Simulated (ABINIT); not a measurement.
# Ti3Se (P-6m2) in ABINIT: reference runs

Aim: a first look at Ti3Se with PBEsol, on the cell as given and on a disturbed one.

Program: ABINIT 10.8.3 (patched build). These are calculated values, not measurements. Logs are shortened: lines on timing, memory, paths and dates and some standing lists are left out, and cuts for length are marked. The log counts tension as positive stress, the text compression.

**1. Starting point**

Symmetry: P-6m2, No. 187, hexagonal system. The conventional cell has a = 3.197 Å, b = 3.197 Å, c = 7.943 Å, α = 90.00°, β = 90.00°, γ = 120.00°. Around Se (site symmetry -6m2) lie 6 Ti at 2.58 Å. Ti (site symmetry -6m2) has 12 Ti at 2.85 to 3.20 Å as nearest neighbours. Ti (site symmetry 3m) has 3 Se at 2.58 Å and 3 Ti at 2.85 Å as nearest neighbours.

The cell comes from a database or a generator and needn't be the stable form of this composition.

**2. Single point, PBEsol**

Input file run.abi:

```
pp_dirpath "./"
pseudos "Se.GGA_PBE-JTH.xml, Ti.GGA_PBE-JTH.xml"

acell 3*1.0
rprim
     6.0422964801     0.0000000000     0.0000000000
    -3.0211482401     5.2327822490     0.0000000000
     0.0000000000     0.0000000000    15.0096127277
ntypat 2
znucl 34 22
natom 4
typat 1 2 2 2
xred
     0.0000000000     0.0000000000     0.0000000000
     0.6666666667     0.3333333333     0.5000000000
     0.3333333333     0.6666666667     0.7729020000
     0.3333333333     0.6666666667     0.2270980000

ecut 15.0
pawecutdg 30.0
pawxcdev 0

kptopt 1
ngkpt 10 10 4
nshiftk 1
shiftk 0.0 0.0 0.0

ixc -116133

nband 26
occopt 3
tsmear 0.05 eV

nstep 100
tolvrs 1.0e-9

iomode 3
prtwf 0
prteig 0
prtebands 0
prtden 1
prtvha 1
prtvclmb 1
prtpot 1
```

Potentials or basis: JTH PAW PBE v2.0.

Launch:

```bash
> abinit run.abi > log 2>&1
```

run.abo:

```text
.Version 10.8.3 of ABINIT
 Symmetries : space group P-6 m 2 (#187); Bravais hP (primitive hexag.)
================================================================================
 Values of the parameters that define the memory need of the present run
     intxc =       0    ionmov =       0      iscf =      17    lmnmax =      18
     lnmax =       6     mgfft =      54  mpssoang =       3    mqgrid =    3701
     natom =       4  nloc_mem =       2    nspden =       1   nspinor =       1
    nsppol =       1      nsym =      12    n1xccc =       1    ntypat =       2
    occopt =       3   xclevel =       2
       mpw =        1336          nfft =       31104          nkpt =          42
 PAW method is used; the additional fine FFT grid is defined by:
   mgfftf=        80    nfftf =     72000
================================================================================
================================================================================

--------------------------------------------------------------------------------
------------- Echo of variables that govern the present computation ------------
--------------------------------------------------------------------------------
 -outvars: echo values of preprocessed input variables --------
            acell      1.0000000000E+00  1.0000000000E+00  1.0000000000E+00 Bohr
              amu      7.89600000E+01  4.78800000E+01
             ecut      1.50000000E+01 Hartree
              ixc     -116133
         kptrlatt       10    0    0      0   10    0      0    0    4
          kptrlen      6.00384509E+01
            natom           4
            nband          26
            ngfft          24      24      54
          ngfftdg          30      30      80
             nkpt          42
            nstep         100
             nsym          12
           ntypat           2
           occopt           3
        pawecutdg      3.00000000E+01 Hartree
         pawxcdev           0
        prtebands           0
           prteig           0
           prtpot           1
         prtvclmb           1
           prtvha           1
            prtwf           0
            rprim      6.0422964801E+00  0.0000000000E+00  0.0000000000E+00
                      -3.0211482401E+00  5.2327822490E+00  0.0000000000E+00
                       0.0000000000E+00  0.0000000000E+00  1.5009612728E+01
          spgroup         187
           tolvrs      1.00000000E-09
           tsmear      1.83746611E-03 Hartree
            typat      1  2  2  2
           useylm           1
[... 164 lines left out ...]
    4      0.00000000000000    -0.00000000000000    -0.00145113436034
 frms,max,avg= 5.9242312E-04 1.4511344E-03   0.000E+00  0.000E+00  0.000E+00 h/b

 cartesian forces (eV/Angstrom) at end:
    1     -0.00000000000000     0.00000000000000    -0.00000000000000
    2      0.00000000000000    -0.00000000000000    -0.00000000000000
    3      0.00000000000000    -0.00000000000000     0.07462032904517
    4      0.00000000000000    -0.00000000000000    -0.07462032904517
 frms,max,avg= 3.0463622E-02 7.4620329E-02   0.000E+00  0.000E+00  0.000E+00 e/A
 length scales=  1.000000000000  1.000000000000  1.000000000000 bohr
              =  0.529177210544  0.529177210544  0.529177210544 angstroms
 Fermi (or HOMO) energy (hartree) =   0.23768   Average Vxc (hartree)=  -0.41296
 Eigenvalues (hartree) for nkpt=  42  k points:
 kpt#   1, nband= 26, wtk=  0.00250, kpt=  0.0000  0.0000  0.0000 (reduced coord)
  -1.84881   -1.84806   -1.84224   -0.98841   -0.98491   -0.97447   -0.97447   -0.97359
  -0.97359   -0.96885   -0.96846   -0.96846   -0.33187   -0.00220    0.06306    0.15606
   0.18928    0.18928    0.23240    0.24343    0.24343    0.24879    0.24879    0.27210
   0.27691    0.28999
      occupation numbers for kpt#   1
   2.00000    2.00000    2.00000    2.00000    2.00000    2.00000    2.00000    2.00000
   2.00000    2.00000    2.00000    2.00000    2.00000    2.00000    2.00000    2.00000
   2.00000    2.00000    1.89278    0.08381    0.08381    0.00472    0.00472    0.00000
   0.00000    0.00000
 prteigrs : prtvol=0 or 1, do not print more k-points.

--- !EnergyTerms
iteration_state     : {dtset: 1, }
comment             : Components of total free energy in Hartree
kinetic             :  2.66153720386236E+01
hartree             :  3.88932059453329E+01
xc                  : -1.59187443101627E+01
Ewald energy        : -1.32835019085210E+02
psp_core            :  9.52982919547423E+00
local_psp           : -1.14484953617086E+02
PAW spherical_terms :  2.76558230146054E+00
internal            : -1.85434727531568E+02
'-kT*entropy'       : -8.75766614674242E-04
total_energy        : -1.85435603298183E+02
total_energy_eV     : -5.04595982510336E+03
...

--- !EnergyTermsDC
iteration_state     : {dtset: 1, }
comment             : '"Double-counting" decomposition of free energy'
band_energy         : -2.69115204004427E+01
Ewald energy        : -1.32835019085210E+02
psp_core            :  9.52982919547423E+00
xc_dc               : -4.03511242187893E+01
PAW spherical_terms :  5.13311006884512E+00
internal            : -1.85434724440123E+02
'-kT*entropy'       : -8.75766614674242E-04
total_energy_dc     : -1.85435600206738E+02
total_energy_dc_eV  : -5.04595974098085E+03
...

--- !EnergyTermsWithPAWCore
iteration_state     : {dtset: 1, }
comment             : 'Components of total free energy, including PAW core contributions'
Total energy        : -4.98711114734934E+03
Total energy DC     : -4.98711114425790E+03
Total energy (eV)   : -1.35706207682160E+05
Total energy DC (eV): -1.35706207598038E+05
...

 Cartesian components of stress tensor (hartree/bohr^3)
  sigma(1 1)=  1.37269450E-04  sigma(3 2)=  0.00000000E+00
  sigma(2 2)=  1.37269449E-04  sigma(3 1)=  0.00000000E+00
  sigma(3 3)=  1.46422262E-04  sigma(2 1)=  1.93187159E-13

-Cartesian components of stress tensor (GPa)         [Pressure= -4.1284E+00 GPa]
- sigma(1 1)=  4.03860664E+00  sigma(3 2)=  0.00000000E+00
- sigma(2 2)=  4.03860663E+00  sigma(3 1)=  0.00000000E+00
- sigma(3 3)=  4.30789168E+00  sigma(2 1)=  5.68376246E-09

== END DATASET(S) ==============================================================
================================================================================

 -outvars: echo values of variables after computation  --------
            acell      1.0000000000E+00  1.0000000000E+00  1.0000000000E+00 Bohr
           etotal     -1.8543560021E+02
            fcart     -2.7852047148E-29  1.6080386918E-29 -0.0000000000E+00
                       5.5704094296E-30 -3.2160773836E-30 -0.0000000000E+00
                       1.6711228289E-29 -9.6482321509E-30  1.4511343603E-03
                       5.5704094296E-30 -3.2160773836E-30 -1.4511343603E-03
            rprim      6.0422964801E+00  0.0000000000E+00  0.0000000000E+00
                      -3.0211482401E+00  5.2327822490E+00  0.0000000000E+00
                       0.0000000000E+00  0.0000000000E+00  1.5009612728E+01
           strten      1.3726944969E-04  1.3726944941E-04  1.4642226213E-04
                       0.0000000000E+00  0.0000000000E+00  1.9318715924E-13
           xangst      0.0000000000E+00  0.0000000000E+00  0.0000000000E+00
                       1.5987227983E+00  9.2302303797E-01  3.9713724973E+00
                      -1.7639144308E-11  1.8460460759E+00  6.1389634918E+00
                      -1.7639144308E-11  1.8460460759E+00  1.8037815028E+00
             xred      0.0000000000E+00  0.0000000000E+00  0.0000000000E+00
                       6.6666666667E-01  3.3333333333E-01  5.0000000000E-01
                       3.3333333333E-01  6.6666666667E-01  7.7290200000E-01
                       3.3333333333E-01  6.6666666667E-01  2.2709800000E-01
 Calculation completed.
```

It took 88 s on 1 thread of Arm Neoverse V1, shared host; peak memory 0.16 GiB.

What came out:

- Free energy: -5045.9597 eV
- Pressure: -4.1 GPa
- Largest force: 0.075 eV/Å
- Band gap on the k mesh: none (metal or under the smearing width)
- Valence electrons inside the program's atomic spheres: Se 4.11; Ti 10.06, 10.14

Forces in eV/Å, atoms in the order of the input:
```
Se   0.000  0.000  0.000
Ti   0.000  0.000  0.000
Ti   0.000  0.000  0.075
Ti   0.000  0.000 -0.075
```

Stress tensor (GPa, compression positive):
```
-4.04  0.00  0.00
 0.00 -4.04  0.00
 0.00  0.00 -4.31
```

Levels at points of the mesh, in eV from the Fermi level:
```csv
k point,band 17,band 18,band 19,band 20,band 21,band 22,band 23,band 24,band 25,band 26
"(0.00, 0.00, 0.00)",-1.32,-1.32,-0.14,0.16,0.16,0.30,0.30,0.94,1.07,1.42
"(0.50, 0.00, 0.00)",-2.10,-1.80,-1.57,-0.65,-0.44,0.20,0.82,0.83,2.30,2.52
"(0.00, 0.00, 0.50)",-1.39,-1.39,-0.62,0.40,0.40,0.58,0.61,0.61,1.01,1.01
"(0.50, 0.00, 0.50)",-2.06,-1.57,-1.52,-0.90,-0.86,0.60,0.86,1.01,1.23,2.55
```

Caveat: the PAW data sets were made with another functional, which shifts forces and pressure a little.

**3. Equation of state, PBEsol**

Input file run.abi:

```
# Datasets: one volume each
ndtset 7
getwfk -1
scalecart1 3*0.9795861087
scalecart2 3*0.9864848297
scalecart3 3*0.9932883884
scalecart4 3*1.0000000000
scalecart5 3*1.0066227096
scalecart6 3*1.0131594038
scalecart7 3*1.0196128224

# Pseudopotentials
pp_dirpath "./"
pseudos "Se.GGA_PBE-JTH.xml, Ti.GGA_PBE-JTH.xml"

# Structure
acell 6.0422964801 6.0422964802 15.0096127277
rprim
     1.0000000000     0.0000000000     0.0000000000
    -0.5000000000     0.8660254038     0.0000000000
     0.0000000000     0.0000000000     1.0000000000
ntypat 2
znucl 34 22
natom 4
typat 1 2 2 2
xred
     0.0000000000     0.0000000000     0.0000000000
     0.6666666667     0.3333333333     0.5000000000
     0.3333333333     0.6666666667     0.7729020000
     0.3333333333     0.6666666667     0.2270980000

# Plane-wave basis
ecut 15.0
pawecutdg 30.0
pawxcdev 0

# k points
kptopt 1
ngkpt 10 10 4
nshiftk 1
shiftk 0.0 0.0 0.0

# Exchange and correlation
ixc -116133

# Bands and occupations
nband 26
occopt 3
tsmear 0.00183747

# SCF cycle
nstep 100
tolvrs 1.0e-9

# Output
iomode 3
prtwf 1
prtden 0
prteig 0
prtebands 0
enunit 2
```

Potentials or basis: JTH PAW PBE v2.0.

Launch:

```bash
> abinit run.abi > log 2>&1
```

run.abo:

```text
.Version 10.8.3 of ABINIT
 DATASET    1 : space group P-6 m 2 (#187); Bravais hP (primitive hexag.)
================================================================================
 Values of the parameters that define the memory need for DATASET  1.
     intxc =       0    ionmov =       0      iscf =      17    lmnmax =      18
     lnmax =       6     mgfft =      54  mpssoang =       3    mqgrid =    3626
     natom =       4  nloc_mem =       2    nspden =       1   nspinor =       1
    nsppol =       1      nsym =      12    n1xccc =       1    ntypat =       2
    occopt =       3   xclevel =       2
       mpw =        1249          nfft =       31104          nkpt =          42
 PAW method is used; the additional fine FFT grid is defined by:
   mgfftf=        75    nfftf =     67500
================================================================================
================================================================================
[... 71 lines left out ...]
 DATASET    7 : space group P-6 m 2 (#187); Bravais hP (primitive hexag.)
================================================================================
 Values of the parameters that define the memory need for DATASET  7.
     intxc =       0    ionmov =       0      iscf =      17    lmnmax =      18
     lnmax =       6     mgfft =      54  mpssoang =       3    mqgrid =    3774
     natom =       4  nloc_mem =       2    nspden =       1   nspinor =       1
    nsppol =       1      nsym =      12    n1xccc =       1    ntypat =       2
    occopt =       3   xclevel =       2
       mpw =        1425          nfft =       31104          nkpt =          42
 PAW method is used; the additional fine FFT grid is defined by:
   mgfftf=        80    nfftf =     81920
[... 1752 lines left out ...]
           etotal5    -1.8543394069E+02
           etotal6    -1.8543166368E+02
           etotal7    -1.8542883122E+02
            fcart1     9.0983886034E-29  5.2529571093E-29 -0.0000000000E+00
                      -9.0983886034E-29 -5.2529571093E-29 -0.0000000000E+00
                      -9.0983886034E-29 -5.2529571093E-29 -2.6866289745E-03
                       9.0983886034E-29  5.2529571093E-29  2.6866289745E-03
            fcart2     2.2586903567E-28  1.3040554854E-28 -0.0000000000E+00
                       4.5173807134E-29  2.6081109708E-29 -0.0000000000E+00
                      -1.3552142140E-28 -7.8243329125E-29 -1.1189773893E-03
                      -1.3552142140E-28 -7.8243329125E-29  1.1189773893E-03
            fcart3    -8.9728775565E-29 -5.1804932726E-29 -0.0000000000E+00
                      -4.4864387783E-28 -2.5902466363E-28 -0.0000000000E+00
[... 66 lines left out ...]
                       1.5987227983E+00  9.2302303800E-01  3.9713724973E+00
                      -1.7639321802E-11  1.8460460760E+00  6.1389634918E+00
                      -1.7639321802E-11  1.8460460760E+00  1.8037815028E+00
           xangst5     0.0000000000E+00  0.0000000000E+00  0.0000000000E+00
                       1.6093106751E+00  9.2913595153E-01  3.9976737441E+00
                      -1.7756018972E-11  1.8582719031E+00  6.1796200643E+00
                      -1.7756018972E-11  1.8582719031E+00  1.8157274239E+00
           xangst6     0.0000000000E+00  0.0000000000E+00  0.0000000000E+00
                       1.6197610372E+00  9.3516947087E-01  4.0236333916E+00
                      -1.7871248619E-11  1.8703389417E+00  6.2197485913E+00
                      -1.7871248619E-11  1.8703389417E+00  1.8275181919E+00
           xangst7     0.0000000000E+00  0.0000000000E+00  0.0000000000E+00
                       1.6300782646E+00  9.4112612491E-01  4.0492623208E+00
                      -1.7985538253E-11  1.8822522498E+00  6.2593658925E+00
                      -1.7985538253E-11  1.8822522498E+00  1.8391587490E+00
             xred      0.0000000000E+00  0.0000000000E+00  0.0000000000E+00
                       6.6666666667E-01  3.3333333333E-01  5.0000000000E-01
                       3.3333333333E-01  6.6666666667E-01  7.7290200000E-01
                       3.3333333333E-01  6.6666666667E-01  2.2709800000E-01
 Calculation completed.
```

Wall time 8.1 min (1 thread of Arm Neoverse V1, shared host); peak memory 0.18 GiB.

What came out:

```
Equilibrium volume                        : 16.96 Å³/atom
Bulk modulus at fixed shape and positions : 124 GPa
Pressure derivative of the bulk modulus   : 4.2
```

Energy against volume, from the lowest point:
| volume (Å³/atom) | energy (meV/atom) |
| --- | --- |
| 16.526 | 4.37 |
| 16.878 | 0.00 |
| 17.230 | 1.41 |
| 17.581 | 8.05 |
| 17.933 | 19.34 |
| 18.284 | 34.83 |
| 18.636 | 54.10 |

Caveat: pressures at fixed basis lie under the slope of the energies; the cell was scaled at fixed shape and fractional positions, which overstates the stiffness of a crystal with free parameters, most of all of layers and chains; the PAW data sets were made with another functional, which shifts forces and pressure a little.

**4. Single point, PBEsol (atoms moved at random, drawn with an rms of 0.05 Å)**

Input file run.abi:

```
# Pseudopotentials
pp_dirpath "./"
pseudos "Se.GGA_PBE-JTH.xml, Ti.GGA_PBE-JTH.xml"

# Structure
acell 3.1974455988 3.1974455988 7.942745 Angstrom
rprim
     1.0000000000     0.0000000000     0.0000000000
    -0.5000000000     0.8660254038     0.0000000000
     0.0000000000     0.0000000000     1.0000000000
ntypat 2
znucl 34 22
natom 4
typat 1 2 2 2
xred
    -0.0011540000     0.0064750000     0.0036350000
     0.6486990000     0.3355620000     0.4964740000
     0.3398740000     0.6827770000     0.7784920000
     0.3302270000     0.6752620000     0.2237280000
chkprim 0
chksymtnons 0
tolsym 1.0e-6

# Plane-wave basis
ecut 15.0
pawecutdg 30.0
pawxcdev 0

# k points
kptopt 1
ngkpt 10 10 4
nshiftk 1
shiftk 0.0 0.0 0.0

# Exchange and correlation
ixc -116133

# Bands and occupations
nband 26
occopt 3
tsmear 0.05 eV

# SCF cycle
nstep 100
tolvrs 1.0e-9

# Output
iomode 3
prtwf 0
prtden 0
prteig 0
prtebands 0
enunit 2
```

Launch:

```bash
> abinit run.abi > log 2>&1
```

It took 6.5 min on 1 thread of Arm Neoverse V1, shared host; peak memory 0.29 GiB.

The run converged. Its results:

- Free energy: -5045.9377 eV
- Pressure: -3.5 GPa
- Largest force: 0.386 eV/Å
- Band gap on the k mesh: none (metal or under the smearing width)
- Valence electrons inside the program's atomic spheres: Se 4.13; Ti 10.05, 10.14, 10.18

Forces on the atoms (eV/Å):
```
Se   0.000  0.120 -0.249
Ti   0.097  0.059  0.300
Ti  -0.104 -0.148 -0.342
Ti   0.008 -0.031  0.291
```

Stress tensor (GPa, compression positive):
```
-3.60 -0.44  0.23
-0.44 -3.44  0.20
 0.23  0.20 -3.46
```

Levels at points of the mesh, in eV from the Fermi level:
```tsv
k point	band 18	band 19	band 20	band 21	band 22	band 23	band 24	band 25
(0.00, 0.00, 0.00)	-1.48	-0.05	0.17	0.18	0.32	0.32	0.79	1.01
(0.50, 0.00, 0.00)	-1.78	-1.58	-0.67	-0.50	0.21	0.78	0.87	2.35
(0.00, 0.50, 0.00)	-1.76	-1.56	-0.61	-0.44	0.25	0.65	0.78	2.33
(0.50, 0.50, 0.00)	-1.77	-1.56	-0.61	-0.45	0.25	0.67	0.77	2.35
(0.00, 0.00, 0.50)	-1.55	-0.51	0.41	0.42	0.44	0.56	0.61	0.94
(0.50, 0.00, 0.50)	-1.58	-1.51	-0.94	-0.89	0.63	0.87	1.01	1.23
(0.00, 0.50, 0.50)	-1.55	-1.46	-0.91	-0.84	0.51	0.91	0.99	1.16
(0.50, 0.50, 0.50)	-1.55	-1.48	-0.91	-0.84	0.52	0.91	0.99	1.17
```

Caveat: the PAW data sets were made with another functional, which shifts forces and pressure a little.

**5. Overview**

| task | cell | gap on the mesh (eV) | pressure (GPa) | largest force (eV/Å) |
| --- | --- | --- | --- | --- |
| single point | as given | none | -4.1 | 0.07 |
| equation of state | as given | - | - | - |
| single point | atoms moved at random, drawn with an rms of 0.05 Å | none | -3.5 | 0.39 |

Alike in all rows: level PBEsol; potentials or basis JTH PAW PBE v2.0; no spin polarisation; k mesh 10 × 10 × 4; cutoff (eV) 408; smearing fermi-dirac 0.05 eV.

Caveats: the PAW data sets were made with another functional, which shifts forces and pressure a little; pressures at fixed basis lie under the slope of the energies (some runs); the cell was scaled at fixed shape and fractional positions, which overstates the stiffness of a crystal with free parameters, most of all of layers and chains (some runs).

Absolute energies hang on the potentials; compare differences alone.
